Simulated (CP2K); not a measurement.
## Na3Cl2 in CP2K: the effect of functional

The system is Na3Cl2.

```xyz
5
Lattice="10.3214 0.0000 0.0000 -9.7212 3.4684 0.0000 0.0000 0.0000 3.5276" Properties=species:S:1:pos:R:3 pbc="T T T"
Cl   -7.9856    3.1680    1.7638
Cl    8.5858    0.3004    1.7638
Na    3.6871    1.1481    0.0000
Na   -3.0869    2.3203    0.0000
Na    0.3001    1.7342    0.0000
```

The cell comes from a database or a generator and needn't be the stable form of this composition.

Alike in all runs:

* Program: CP2K 2026.2
* Task: band structure
* Density cutoff: 18368 eV
* k mesh: 6 × 6 × 6
* Occupations: fermi-dirac, width 0.05 eV
* Spin: no spin polarisation

| functional | potentials or basis | pressure (GPa) | largest force (eV/Å) |
| --- | --- | --- | --- |
| LDA | GTH_POTENTIALS Cl GTH-PADE-q7, Na GTH-PADE-q9; TZVP-MOLOPT-PBE-GTH basis | -2.0 | 0.13 |
| PBEsol | POTENTIAL_UZH Cl GTH-PBE-q7, Na GTH-PBE-q9; TZVP-MOLOPT-PBE-GTH basis | -0.5 | 0.14 |
| RPBE | POTENTIAL_UZH Cl GTH-PBE-q7, Na GTH-PBE-q9; TZVP-MOLOPT-PBE-GTH basis | 1.6 | 0.20 |
| revPBE | POTENTIAL_UZH Cl GTH-PBE-q7, Na GTH-PBE-q9; TZVP-MOLOPT-PBE-GTH basis | ? | ? |

What does the run with functional revPBE give?

Pressure 1.4 GPa; largest force 0.12 eV/Å.

Caveats: the basis of atomic orbitals isn't converged, which shifts pressures, moduli and gaps; an odd number of electrons without spin polarisation forces a metal; a magnetic or distorted state may lie lower; the potentials were made for another functional, which shifts forces and pressure (some runs).

Runs at the PBE level aren't shown here.
